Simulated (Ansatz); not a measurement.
# GaO3: the cost of one run

Program: Ansatz 0.2.0. Level of theory: DFT PBE, scalar-relativistic, plane waves, PAW. These are calculated values, not measurements.

1 further run of the same task is left out (it didn't finish). Runs told in other sessions of the task aren't counted.

## Step 1: Starting point

Symmetry: Pm-3m, No. 221, cubic system. The conventional cell has a = 3.815 Å, b = 3.815 Å, c = 3.815 Å, α = 90.00°, β = 90.00°, γ = 90.00°. Ga (site symmetry m-3m) has 6 O at 1.91 Å in its first shell of neighbours. Around O (site symmetry 4/mmm) lie 2 Ga at 1.91 Å.

Coordinates:

```xyz
4
Lattice="3.8153 0.0000 0.0000 0.0000 3.8153 0.0000 0.0000 0.0000 3.8153" Properties=species:S:1:pos:R:3 pbc="T T T"
Ga    0.0000    0.0000    0.0000
O     1.9076    0.0000    0.0000
O     0.0000    1.9076    0.0000
O     0.0000    0.0000    1.9076
```

Recipe of the guess: species swapped into a database cell of ScF3 (Pm-3m, No. 221), with Ga on the Sc sites and O on the F sites. Lengths come from tabulated atomic sizes and are only a guess.

## Step 2: The guess as it stands, on a coarse mesh

Contents of input.yaml:

```yaml
crystal:
  lattice:
    - [3.81529747, 0.0, 0.0]
    - [0.0, 3.81529747, 0.0]
    - [0.0, 0.0, 3.81529747]
  atoms:
    - { symbol: Ga, position: [0.0, 0.0, 0.0] }
    - { symbol: O, position: [0.5, 0.0, 0.0] }
    - { symbol: O, position: [0.0, 0.5, 0.0] }
    - { symbol: O, position: [0.0, 0.0, 0.5] }
basis:
  ecutwfc: 420
kpoints:
  mp_grid: { grid: [4, 4, 4] }
hamiltonian:
  xc: pbe
scf:
  occupations: { method: gaussian, width: 0.1 }
  lower_state_search: "off"
output:
  forces: true
  stress: true
  eigenvalues: true
```

Command:

```bash
ansatz run input.yaml --threads 1 --pin off --max-ram 2560MiB --backend cpu --events-out ev --progress --plain --runs-dir out
```

Q: Estimate wall time and peak memory on 1 thread of Intel Xeon at 2.50GHz (Skylake/Cascade Lake), shared host.

About 2.7 s, with a peak of 0.31 GiB.
